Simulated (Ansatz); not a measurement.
**BH3NPS: basis-set convergence**

An exercise on one series of results from a longer session: the logs are not shown, and one member is left open.

Program: Ansatz 0.2.0, Gaussian basis. Level of theory: one geometry, several basis sets. These are calculated values, not measurements.

Levels to be run: PBE0-D4/def2-SVP; ωB97M-V/def2-SVP; PBE0-D4/def2-QZVPP; ωB97M-V/def2-QZVPP; the functionals' def2-TZVPP values are taken from earlier runs.

## Structure used throughout

All runs share one geometry, relaxed beforehand with PBE0-D4 in a triple-zeta def2 set.

SMILES `SP1BN1`, 7 atoms, charge 0, spin multiplicity 1.

Atoms are counted from 1 here; the program's logs count them from 0.

Bond lengths: S1–P2 2.138 Å, S1–H5 1.344 Å, P2–B3 1.899 Å, P2–N4 1.761 Å, B3–N4 1.352 Å, B3–H6 1.184 Å, N4–H7 1.007 Å. Angles: P2–S1–H5 99.5°, S1–P2–B3 104.4°, S1–P2–N4 106.5°, B3–P2–N4 43.2°, P2–B3–N4 63.0°, P2–B3–H6 154.4°, N4–B3–H6 142.5°, P2–N4–B3 73.9°, P2–N4–H7 138.6°, B3–N4–H7 147.0°.

The first run:

in.yaml

```yaml
crystal:
  periodic: [false, false, false]
  atoms:
    - {symbol: S, position_ang: [-1.893538, -0.219042, -1.105436]}
    - {symbol: P, position_ang: [0.210700, 0.111885, -1.291516]}
    - {symbol: B, position_ang: [0.768174, 0.600008, 0.457367]}
    - {symbol: N, position_ang: [0.966572, -0.684979, 0.085403]}
    - {symbol: H, position_ang: [-2.112298, 0.395327, 0.070081]}
    - {symbol: H, position_ang: [0.883191, 1.341709, 1.372995]}
    - {symbol: H, position_ang: [1.238500, -1.612908, 0.365305]}
basis:
  gaussian: {orbitals: def2-SVP}
hamiltonian: {xc: pbe0, dispersion: d4}
output: {orbitals: {seedname: orbitals}}
```

Run with:

```
ansatz run in.yaml --threads 2 --pin off --events-out ev --progress --plain --max-ram 4352MiB
```

Steps of the session up to this table: PBE0-D4 in def2-SVP; ωB97M-V in def2-SVP; PBE0-D4 in def2-QZVPP; ωB97M-V in def2-QZVPP.

One of the session's tables, all rows but one given; the rest of the session is left out.

It belongs to the step «Functionals by basis». 

```
functional       basis  HOMO (eV)
   PBE0-D4    def2-SVP      -7.07
   PBE0-D4  def2-TZVPP      -7.15
   PBE0-D4  def2-QZVPP          ?
   ωB97M-V    def2-SVP      -9.14
   ωB97M-V  def2-TZVPP      -9.25
   ωB97M-V  def2-QZVPP      -9.28
```

Q: Estimate the row for PBE0-D4, def2-QZVPP from the others.

The run gave: HOMO (eV): -7.18. In the column «HOMO (eV)» it lies between ωB97M-V, def2-SVP (-9.14) and PBE0-D4, def2-TZVPP (-7.15).
